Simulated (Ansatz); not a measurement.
# Mg6CrCd (Amm2) in Ansatz: single point with LDA

Aim: the single point of Mg6CrCd with LDA.

Everything below comes from runs of Ansatz 0.2.0. Logs are shortened: lines on timing, memory, paths and dates and some standing lists are left out, and cuts for length are marked.

## Step 1: The structure

It takes space group Amm2 (No. 38, orthorhombic). The conventional cell has a = 5.007 Å, b = 6.271 Å, c = 10.893 Å, α = 90.00°, β = 90.00°, γ = 90.00°. Around Cd (site symmetry mm2) lie 10 Mg at 3.10 to 3.15 Å and 2 Cr at 3.14 Å. Around Cr (site symmetry mm2) lie 10 Mg at 3.06 to 3.16 Å and 2 Cd at 3.14 Å. Mg (site symmetry mm2) has 10 Mg at 3.10 to 3.14 Å and 2 Cd at 3.10 Å as nearest neighbours. Mg (site symmetry mm2) is surrounded by 2 Cr at 3.06 Å and 10 Mg at 3.07 to 3.22 Å. Mg (site symmetry m) is surrounded by 8 Mg at 3.06 to 3.22 Å and 2 Cr at 3.07 Å and 2 Cd at 3.10 Å. Mg (site symmetry m) has 8 Mg at 3.10 to 3.16 Å and 2 Cr at 3.13 to 3.16 Å and 2 Cd at 3.13 to 3.15 Å as nearest neighbours.

The cell comes from a database or a generator and needn't be the stable form of this composition.

## Step 2: Single point, LDA, collinear spin, ferromagnetic start

File input.yaml:

```yaml
crystal:
  lattice:
    - [5.007285, 0.0, 0.0]
    - [0.0, 3.135522, 5.4467055]
    - [0.0, -3.135522, 5.4467055]
  atoms:
    - { symbol: Cd, position: [0.5, 0.665948, 0.665948] }
    - { symbol: Cr, position: [0.5, 0.167478, 0.167478], spin: 3.0 }
    - { symbol: Mg, position: [0.0, 0.833274, 0.833274] }
    - { symbol: Mg, position: [0.0, 0.32921, 0.32921] }
    - { symbol: Mg, position: [0.0, 0.329458, 0.841324] }
    - { symbol: Mg, position: [0.0, 0.841324, 0.329458] }
    - { symbol: Mg, position: [0.5, 0.168337, 0.664967] }
    - { symbol: Mg, position: [0.5, 0.664967, 0.168337] }
hamiltonian:
  xc: lda
  pseudopotentials: { kind: paw }
magnetization:
  spin_polarized: true
kpoints:
  mp_grid: { grid: [6, 5, 5] }
scf:
  occupations: { method: gaussian, width: 0.1 }
output:
  forces: true
  stress: true
  eigenvalues: true
```

Potentials or basis: Ansatz PAW.

On the command line:

```
$ ansatz run input.yaml --threads 4 --pin off --max-ram 11264MiB --backend cpu --events-out ev --progress --plain --runs-dir out
```

The program printed:

```text
Warning: RAYON_NUM_THREADS=4 ignored (pool sized by the plan → 4); use --threads N
Engine: ansatz 0.2.0, aarch64-unknown-linux-gnu
Pseudopotentials: kind: paw
Pseudopotential: Cd, paw, valence charge 20, recommended cutoff 420 eV (normal), Cd.paw.azcp
Pseudopotential: Cr, paw, valence charge 14, recommended cutoff 420 eV (normal), Cr.paw.azcp
Pseudopotential: Mg, paw, valence charge 10, recommended cutoff 420 eV (normal), Mg.paw.azcp
Functional definition: SPW92
  exchange = slater_x
  correlation = pw_c
Crystal: 8 atoms, lattice volume = 171.031 Å³
Basis set: ecut = 420 eV, 3377 PW (Γ)
Bands: 59, of which v1, the nominal top of the filled ones, is band 47 counted from 1 (46 counted from 0)
Symmetry: 4 space group operations
Space group: Amm2 (ITA 38), of the structure as read, at distance tolerance 5.6e-5 Å
Magnetic group: BNS 38.187 (UNI 285), of the structure as read, at distance tolerance 5.6e-5 Å
k-points: 36 of 150 (time reversal used)
Non-local potential: Cd, projectors of the file, l = 0: 3, l = 1: 2, l = 2: 2, l = 3: 1
Non-local potential: Cr, projectors of the file, l = 0: 3, l = 1: 2, l = 2: 3, l = 3: 1
Non-local potential: Mg, projectors of the file, l = 0: 3, l = 1: 2, l = 2: 1
PAW form: soft (Blöchl's): semilocal exchange-correlation on the pseudo side does not see the compensation charge
PAW frozen core: Cd, regenerated for the run's functional, and the local potential with it (the file was generated under x = pbe(κ = 0.804, μ = 0.2195149727645171), c = pbe(β = 0.06672455060314922))
PAW frozen core: Cr, regenerated for the run's functional, and the local potential with it (the file was generated under x = pbe(κ = 0.804, μ = 0.2195149727645171), c = pbe(β = 0.06672455060314922))
PAW frozen core: Mg, regenerated for the run's functional, and the local potential with it (the file was generated under x = pbe(κ = 0.804, μ = 0.2195149727645171), c = pbe(β = 0.06672455060314922))
PAW one-centre angular grid: Cd, 590 points (default); XC on 64 Gauss nodes
PAW one-centre angular grid: Cr, 590 points (default); XC on 64 Gauss nodes
PAW one-centre angular grid: Mg, 110 points (default); XC on 64 Gauss nodes
Initial density: superposition of atomic densities (chi_scale 0.1, normalization cell)
Starting moments: Σ|m| = 3 μB on 1 of 8 sites
Initial wavefunctions: pseudopotential atomic-orbital guess
Functional: x = slater, c = lda
SCF iter   1: F=—  HF=-22849.636629 eV  |F-HF|=—  |Δ(HF+E_count)|=         —  Δρ=3.04e-2 (↑1.46e-2 ↓3.04e-2)  dr2=3.25e0  dr2_m=2.47e-1  M=3.768 μB ∫|m|=3.955 μB  β_m=0.30  ethr=3.10e-3  ⟨swp⟩=9.6  Hψ=17243  notcnv=0  defer=3
Mixer restart at iter 1: flushing history
preconditioner: auto → Kerker (q_TF=auto, 2.469 Å⁻¹)  [metal: Δε(μ)=0.018 eV  Ē_g=6.906 eV  σ=0.100 eV  W_gap=0.10  n_scr=44 (ndim 8)  ℏωp=15.6 eV  f_vac=0.000  D(μ)=4.85/eV (n_scr^D=26)]
spin=Collinear: Kerker preconditioning applied to the charge; magnetization (m = ρ↑ − ρ↓) channel mixes plain (no charge-response kernel on spin).
SCF iter   2: F=—  HF=-22849.356776 eV  |F-HF|=—  |Δ(HF+E_count)|=   2.80e-1  Δρ=2.37e-2 (↑1.61e-2 ↓2.37e-2)  dr2=9.58e-1  dr2_m=4.97e-1  M=4.079 μB ∫|m|=4.252 μB  β_m=0.52  ethr=3.10e-3  ⟨swp⟩=2.1  Hψ=5640  notcnv=0  defer=319
SCF iter   3: F=—  HF=-22849.108666 eV  |F-HF|=—  |Δ(HF+E_count)|=   2.48e-1  Δρ=1.08e-2 (↑8.89e-3 ↓1.08e-2)  dr2=2.28e-1  dr2_m=1.22e-1  M=4.214 μB ∫|m|=4.407 μB  β_m=0.72  ethr=1.02e-3  ⟨swp⟩=2.0  Hψ=5861  notcnv=0  defer=331
SCF iter   4: F=—  HF=-22849.036574 eV  |F-HF|=—  |Δ(HF+E_count)|=   7.21e-2  Δρ=2.73e-3 (↑2.73e-3 ↓1.28e-3)  dr2=3.34e-2  dr2_m=2.46e-3  M=4.301 μB ∫|m|=4.518 μB  β_m=0.74  ethr=2.43e-4  ⟨swp⟩=2.0  Hψ=5750  notcnv=0  defer=334
SCF iter   5: F=—  HF=-22849.030052 eV  |F-HF|=—  |Δ(HF+E_count)|=   6.52e-3  Δρ=6.90e-4 (↑6.90e-4 ↓6.33e-4)  dr2=4.21e-3  dr2_m=9.95e-5  M=4.293 μB ∫|m|=4.510 μB  β_m=0.87  ethr=3.55e-5  ⟨swp⟩=2.0  Hψ=5661  notcnv=0  defer=335
SCF iter   6: F=—  HF=-22849.029102 eV  |F-HF|=—  |Δ(HF+E_count)|=   9.50e-4  Δρ=7.20e-4 (↑7.20e-4 ↓1.17e-4)  dr2=1.11e-3  dr2_m=1.81e-4  M=4.294 μB ∫|m|=4.508 μB  β_m=0.94  ethr=4.48e-6  ⟨swp⟩=2.0  Hψ=5333  notcnv=0  defer=335
SCF iter   7: F=—  HF=-22849.029195 eV  |F-HF|=—  |Δ(HF+E_count)|=   9.23e-5  Δρ=2.79e-4 (↑2.79e-4 ↓4.24e-5)  dr2=1.86e-4  dr2_m=3.22e-5  M=4.297 μB ∫|m|=4.510 μB  β_m=0.97  ethr=1.18e-6  ⟨swp⟩=1.9  Hψ=4578  notcnv=0  defer=335
SCF iter   8: F=—  HF=-22849.029163 eV  |F-HF|=—  |Δ(HF+E_count)|=   3.15e-5  Δρ=4.13e-5 (↑4.13e-5 ↓2.96e-5)  dr2=7.32e-6  dr2_m=1.20e-7  M=4.298 μB ∫|m|=4.511 μB  β_m=0.98  ethr=1.98e-7  ⟨swp⟩=2.0  Hψ=6205  notcnv=0  defer=335
SCF iter   9: F=—  HF=-22849.029166 eV  |F-HF|=—  |Δ(HF+E_count)|=   3.08e-6  Δρ=2.41e-5 (↑2.41e-5 ↓7.47e-6)  dr2=2.21e-6  dr2_m=1.22e-7  M=4.298 μB ∫|m|=4.511 μB  β_m=0.99  ethr=7.79e-9  ⟨swp⟩=2.4  Hψ=6293  notcnv=0  defer=335
SCF iter  10: F=—  HF=-22849.029166 eV  |F-HF|=—  |Δ(HF+E_count)|=   7.26e-8  Δρ=2.83e-6 (↑2.83e-6 ↓2.17e-6)  dr2=3.79e-8  dr2_m=2.95e-9  M=4.298 μB ∫|m|=4.511 μB  β_m=1.00  ethr=2.35e-9  ⟨swp⟩=2.0  Hψ=6205  notcnv=0  defer=335
SCF iter  11: F=-22849.029166 eV  HF=-22849.029166 eV  |F-HF|=2.49e-8  |Δ(HF+E_count)|=   1.04e-8  Δρ=2.96e-6 (↑2.96e-6 ↓8.02e-7)  dr2=2.40e-8  dr2_m=2.41e-9  M=4.298 μB ∫|m|=4.511 μB  ethr=4.03e-11  ⟨swp⟩=8.4  Hψ=16194  notcnv=0
SCF 1 converged in 11 iterations: F = -22849.029166 eV  dr2 = 2.40e-8
SCF converged after 11 iterations
Magnetization: 4.2975 μB (49.1488 up, 44.8512 down)
Absolute magnetization: 4.5130 μB (∫|ρ↑−ρ↓|, with the PAW one-centre terms)
Spin contamination: 0.2495 ħ² per cell (⟨S²⟩ above its minimum at these occupations)
Per-site moments (μB) at R_I (Å): [(-0.007873427448531695, 1.2774617237376116), (3.7910410950081337, 1.26283028752829), (0.03152806733874188, 1.2770389770541684), (0.01666462080473564, 1.26283028752829), (0.01463091665113173, 1.2627077891571001), (0.014630916651132302, 1.2627077891571001), (-0.005275222964086316, 1.2770389770541684), (-0.0052752229640875324, 1.2770389770541684)]
Free energy (F): -22849.029166 eV
Harris-Foulkes:  -22849.029166 eV  (|F-HF|=2.49e-8)
Internal energy: -22849.011576 eV  (E = F + TS)
E sigma→0 (E₀):  -22849.020371 eV
Entropy (-TS):   -0.017590 eV (-2.199 meV/atom)
Fermi energy:    7.422432 eV
--- Per-component energies (eV) ---
  E_band       = -2856.733361
  E_kinetic    = 1297.456859
  E_local      = -14911.126324  (includes V_loc(G=0)·N_el)
  E_nonlocal   = 707.434880
  E_hartree    = 5811.751498
  E_xc         = -481.343256
  E_vxc        = -616.617442  (∫ρ·V_xc dr)
  E_paw        = -6718.711038  (= ΣΔE_a)
  E_vpaw       = -957.374510  (= ΣTr[D̂ρ^β])
  E_aug_tail   = 0.000369  (compensation charges beyond the density's cutoff)
  E_ewald      = -8556.509133
  E_core_change = 2.034570  (= ΣΔE_core)
  E_smearing   = -0.017590  (= −TS)
  E_closure    = -0.000000  (closes the sum)
  Σ components = -22849.029166   (vs F -22849.029166, Δ=0.00e0)
--- Forces (eV/Å), atoms counted from 1 ---
  atom   1  Cd     0.00000000     0.00000000     0.01669552
  atom   2  Cr     0.00000000     0.00000000     0.01299144
  atom   3  Mg     0.00000000     0.00000000    -0.07817281
  atom   4  Mg     0.00000000     0.00000000    -0.08625952
  atom   5  Mg     0.00000000    -0.01285114     0.07435223
  atom   6  Mg     0.00000000     0.01285114     0.07435223
  atom   7  Mg     0.00000000     0.00733221    -0.00698044
  atom   8  Mg     0.00000000    -0.00733221    -0.00698044
  max |Σ_I F_I| component: 1.80e-6 eV/Å
--- Stress (GPa, compression-positive) ---
       -3.444698       0.000000       0.000000
        0.000000      -3.477040       0.000000
        0.000000       0.000000      -3.725563
  P = ⅓ Tr σ = -3.5491 GPa (-35.491 kbar)
--- Band table (eV; the first three rows and the last of 72) ---
  k-point 0 ↑: bands = ["-95.1727", "-67.9195", "-67.8000", "-67.7987", "-67.7835", "-67.7821", "-67.6346", "-64.5153", "-56.3043", "-56.3016", "-56.2643", "-36.2267", "-36.2190", "-36.2156", "-35.3487", "-35.3481", "-35.3476", "-35.2430", "-35.2370", "-35.2354", "-35.2281", "-35.2240", "-35.2159", "-35.2156", "-35.2087", "-35.2022", "-35.2014", "-35.1998", "-35.1997", "-35.0697", "-35.0594", "-35.0547", "-1.3447", "-1.2770", "-1.2758", "-1.2691", "-1.2410", "0.0544", "4.2402", "4.8232", "4.9785", "5.1489", "5.2705", "5.3539", "5.8635", "5.9684", "6.0441", "6.1551", "6.7861", "6.9359", "7.7273", "10.2411", "10.4001", "10.5676", "11.0810", "11.1230", "11.1714", "11.1757", "11.8413"]
  k-point 1 ↑: bands = ["-95.1727", "-67.9195", "-67.7999", "-67.7988", "-67.7833", "-67.7822", "-67.6346", "-64.5153", "-56.3043", "-56.3016", "-56.2643", "-36.2267", "-36.2190", "-36.2156", "-35.3485", "-35.3479", "-35.3476", "-35.2413", "-35.2370", "-35.2354", "-35.2292", "-35.2227", "-35.2162", "-35.2151", "-35.2083", "-35.2032", "-35.2015", "-35.2012", "-35.2000", "-35.0699", "-35.0596", "-35.0547", "-1.3427", "-1.2763", "-1.2700", "-1.2649", "-1.2402", "0.2621", "3.2876", "4.2674", "4.3145", "5.3959", "5.6269", "5.7341", "5.9613", "6.1553", "6.3574", "6.6027", "7.1923", "7.6581", "8.0099", "9.2432", "10.0376", "10.1305", "10.1944", "10.7080", "10.8579", "12.2084", "12.2096"]
  k-point 2 ↑: bands = ["-95.1727", "-67.9195", "-67.7996", "-67.7991", "-67.7831", "-67.7825", "-67.6346", "-64.5153", "-56.3043", "-56.3016", "-56.2643", "-36.2267", "-36.2189", "-36.2156", "-35.3482", "-35.3476", "-35.3475", "-35.2373", "-35.2371", "-35.2354", "-35.2325", "-35.2202", "-35.2174", "-35.2125", "-35.2072", "-35.2059", "-35.2048", "-35.2009", "-35.2004", "-35.0702", "-35.0598", "-35.0547", "-1.3399", "-1.2770", "-1.2665", "-1.2504", "-1.2391", "0.8689", "1.9649", "3.8780", "3.9970", "5.5395", "5.6649", "5.8178", "5.9278", "6.3340", "6.9981", "7.4765", "7.9955", "8.0240", "8.4610", "8.9523", "9.8224", "9.8511", "9.9717", "10.0234", "10.5454", "10.9500", "11.1630"]
  k-point 35 ↓: bands = ["-95.1681", "-67.9118", "-67.8034", "-67.8023", "-67.7824", "-67.7813", "-67.6332", "-60.9873", "-56.3025", "-56.2989", "-56.2573", "-35.3400", "-35.3385", "-35.3376", "-35.2450", "-35.2413", "-35.2394", "-35.2332", "-35.2223", "-35.2148", "-35.2143", "-35.2112", "-35.2085", "-35.1999", "-35.1976", "-35.1959", "-35.0682", "-35.0583", "-35.0519", "-32.7821", "-32.7618", "-32.7446", "-1.3116", "-1.2878", "-1.2645", "-1.2494", "-1.2334", "2.6970", "3.2396", "3.2965", "3.3137", "4.3112", "4.5563", "7.0077", "7.0690", "8.1959", "8.3852", "8.6054", "8.6618", "9.6039", "9.7833", "9.9515", "10.0881", "10.5230", "12.0148", "12.5400", "12.7230", "12.7742", "12.8171"]
```

Run time: 24 s. Hardware: 4 threads of Arm Neoverse V1, shared host; peak memory 0.81 GiB.

What came out:

- Free energy: -22849.0292 eV
- Pressure: -3.5 GPa
- Largest force: 0.086 eV/Å
- Band gap on the k mesh: none (metal or under the smearing width)
- Net moment: 4.30 μB per cell
- Absolute moment: 4.51 μB per cell
- Site moments: Cd -0.01; Cr +3.79; Mg +0.03, +0.02, +0.01, -0.01 μB

Forces in eV/Å, atoms in the order of the input:
```
Cd   0.000  0.000  0.017
Cr   0.000  0.000  0.013
Mg   0.000  0.000 -0.078
Mg   0.000  0.000 -0.086
Mg   0.000 -0.013  0.074
Mg   0.000  0.013  0.074
Mg   0.000  0.007 -0.007
Mg   0.000 -0.007 -0.007
```

Caveat: the PAW data sets come from PBE, with cores solved anew for the run's functional, which leaves a small shift of forces and pressure.
